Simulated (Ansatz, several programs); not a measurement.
C in the diamond structure, relaxed with PBE in Ansatz (plane waves, PAW): it is cubic, Fd-3m (No. 227); a = 3.572 Å in the conventional setting, 5.69 Å³ an atom. Around C lie 4 C at 1.55 Å. The cell was then scaled with its shape and fractional coordinates held. The values are computed, spin-unpolarised, and not measurements.

```csv
V (Å³/atom),E (meV/atom)
5.353,30.50
5.695,0.00
5.866,6.55
6.036,25.20
```

Problem. Pass a cubic E = c₀ + c₁u + c₂u² + c₃u³, with u = V − 5.738 Å³, through these points.

Solution. c₀ = 0.40, c₁ = +19.370, c₂ = 231.326, c₃ = -57.2769 (meV and Å³).

Problem. Where is the minimum, and what bulk modulus follows?

Solution. dE/du = 0 at u = -0.041, so V₀ = 5.70 Å³. B = V₀ d²E/dV² = 5.70 × (2c₂ + 6c₃u) = 5.70 × 476.824 = 2716 meV/Å³, and 1 meV/Å³ is 0.16022 GPa: 435 GPa. A third-order Birch-Murnaghan fit to all five points gives 5.70 Å³ and 432 GPa.

Problem. Predict the energy and the pressure at the withheld volume, 5.524 Å³.

Solution. With u = -0.214: E ≈ 7.41 meV and P = −dE/dV ≈ +14.02 GPa. The run gives 7.27 meV and, from its stress, +13.97 GPa.
